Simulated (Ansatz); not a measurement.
**C3H9NSi: basis-set convergence**

The task here is to estimate one member of a computed series from the others.

Program: Ansatz 0.2.0, Gaussian basis. Level of theory: one geometry, several basis sets. These are calculated values, not measurements.

Plan: PBE0-D4/def2-SVP; ωB97M-V/def2-SVP; PBE0-D4/def2-QZVPP; ωB97M-V/def2-QZVPP; the functionals' def2-TZVPP values are taken from earlier runs.

## The relaxed structure

An earlier PBE0-D4 in a triple-zeta def2 set relaxation fixed the geometry.

SMILES `CC(C)[Si]N`, 14 atoms, charge 0, spin multiplicity 1.

Atoms are counted from 1 here; the program's logs count them from 0.

Bond lengths: C1–C2 1.520 Å, C1–H6 1.096 Å, C1–H7 1.094 Å, C1–H8 1.096 Å, C2–C3 1.531 Å, C2–Si4 1.926 Å, C2–H9 1.102 Å, C3–H10 1.095 Å, C3–H11 1.094 Å, C3–H12 1.095 Å, Si4–N5 1.707 Å, N5–H13 1.010 Å, N5–H14 1.008 Å. Angles: C2–C1–H6 111.4°, C2–C1–H7 112.2°, C2–C1–H8 111.3°, H6–C1–H7 107.0°, H6–C1–H8 106.6°, H7–C1–H8 107.9°, C1–C2–C3 111.4°, C1–C2–Si4 118.5°, C1–C2–H9 108.5°, C3–C2–Si4 107.7°, C3–C2–H9 107.0°, Si4–C2–H9 102.9°, C2–C3–H10 111.2°, C2–C3–H11 112.1°, C2–C3–H12 111.3°, H10–C3–H11 107.2°, H10–C3–H12 107.2°, H11–C3–H12 107.7° and more.

The first run:

Input file in.yaml:

```yaml
crystal:
  periodic: [false, false, false]
  atoms:
    - {symbol: C, position_ang: [-1.053573, -0.235429, 0.669593]}
    - {symbol: C, position_ang: [0.332433, 0.358657, 0.482634]}
    - {symbol: C, position_ang: [1.425375, -0.644233, 0.862558]}
    - {symbol: Si, position_ang: [0.790257, 1.103766, -1.233173]}
    - {symbol: N, position_ang: [-0.631626, 0.767748, -2.116308]}
    - {symbol: H, position_ang: [-1.202286, -0.588868, 1.695845]}
    - {symbol: H, position_ang: [-1.846221, 0.489439, 0.461959]}
    - {symbol: H, position_ang: [-1.207511, -1.100407, 0.015136]}
    - {symbol: H, position_ang: [0.436739, 1.220815, 1.160804]}
    - {symbol: H, position_ang: [1.379439, -1.537106, 0.230246]}
    - {symbol: H, position_ang: [2.428137, -0.220427, 0.753010]}
    - {symbol: H, position_ang: [1.316781, -0.976523, 1.900179]}
    - {symbol: H, position_ang: [-1.458988, 0.304655, -1.768202]}
    - {symbol: H, position_ang: [-0.721956, 1.028815, -3.085479]}
basis:
  gaussian: {orbitals: def2-SVP}
hamiltonian: {xc: pbe0, dispersion: d4}
output: {orbitals: {seedname: orbitals}}
```

Steps of the session up to this table: PBE0-D4 in def2-SVP; ωB97M-V in def2-SVP; PBE0-D4 in def2-QZVPP; ωB97M-V in def2-QZVPP.

One of the session's tables, all rows but one given; the rest of the session is left out.

It belongs to the step «Functionals by basis». 

| functional | basis | HOMO (eV) |
| --- | --- | --- |
| PBE0-D4 | def2-SVP | -5.78 |
| PBE0-D4 | def2-TZVPP | -5.87 |
| PBE0-D4 | def2-QZVPP | -5.91 |
| ωB97M-V | def2-SVP | -7.85 |
| ωB97M-V | def2-TZVPP | -7.96 |
| ωB97M-V | def2-QZVPP | ? |

Estimate the missing values for ωB97M-V, def2-QZVPP.

The run gave: HOMO (eV): -8.00. In the column «HOMO (eV)» it is the lowest.
